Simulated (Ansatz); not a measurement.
Crystal: Ta3N.

```
Ta N
1.0
     3.03222    0.00000    0.00000
    -1.51611    2.62598    0.00000
     0.00000    0.00000    7.52414
Ta N
3 1
Cartesian
  1.5161 0.8753 6.2155
  0.0000 1.7507 1.3087
  0.0000 0.0000 3.7621
  0.0000 0.0000 0.0000
```

The cell comes from a database or a generator and needn't be the stable form of this composition.

* Program: Ansatz 0.2.0
* Task: relaxation of cell and atoms
* Functional: PBEsol
* Potentials or basis: Ansatz PAW
* Cutoff: 420 eV (not typed: the program's choice for these potentials)
* k mesh: 10 × 10 × 4
* Occupations: fermi-dirac, width 0.05 eV
* Spin: no spin polarisation
* Hubbard terms: Ta d U = 1 eV

At the start: volume 14.98 Å³/atom.

Question: How do energy, volume and symmetry change on relaxing?

Answer: It ends after 8 steps and the volume is 14.56 Å³/atom (-2.8 %); space group P-3m1 (No. 164, to 0.05 Å).

The path:
| step | energy change (eV) | largest force (eV/Å) | volume (Å³) |
| --- | --- | --- | --- |
| 1 | 0.0000 | 0.3588 | 59.91 |
| 2 | -0.0430 | 0.1486 | 58.37 |
| 3 | -0.0446 | 0.0429 | 58.21 |
| 4 | -0.0448 | 0.0008 | 58.24 |
| 5 | -0.0448 | 0.0003 | 58.24 |
| 6 | -0.0428 | 0.0002 | 58.24 |
| 7 | -0.0429 | 0.0001 | 58.23 |
| 8 | -0.0428 | 0.0002 | 58.23 |

Final structure:
```xyz
4
Lattice="2.9996 0.0000 0.0000 -1.4998 2.5977 0.0000 0.0000 0.0000 7.4725" Properties=species:S:1:pos:R:3 pbc="T T T"
Ta    1.4998    0.8659    6.1808
Ta    0.0000    1.7318    1.2917
Ta    0.0000    0.0000    3.7363
N     0.0000    0.0000    0.0000
```

Caveat: the plane-wave basis is chosen anew once the cell has moved, so the energies of steps on either side of that aren't comparable; U without spin polarisation on a metal has little footing; the PAW data sets come from PBE, with cores solved anew for the run's functional, which leaves a small shift of forces and pressure.
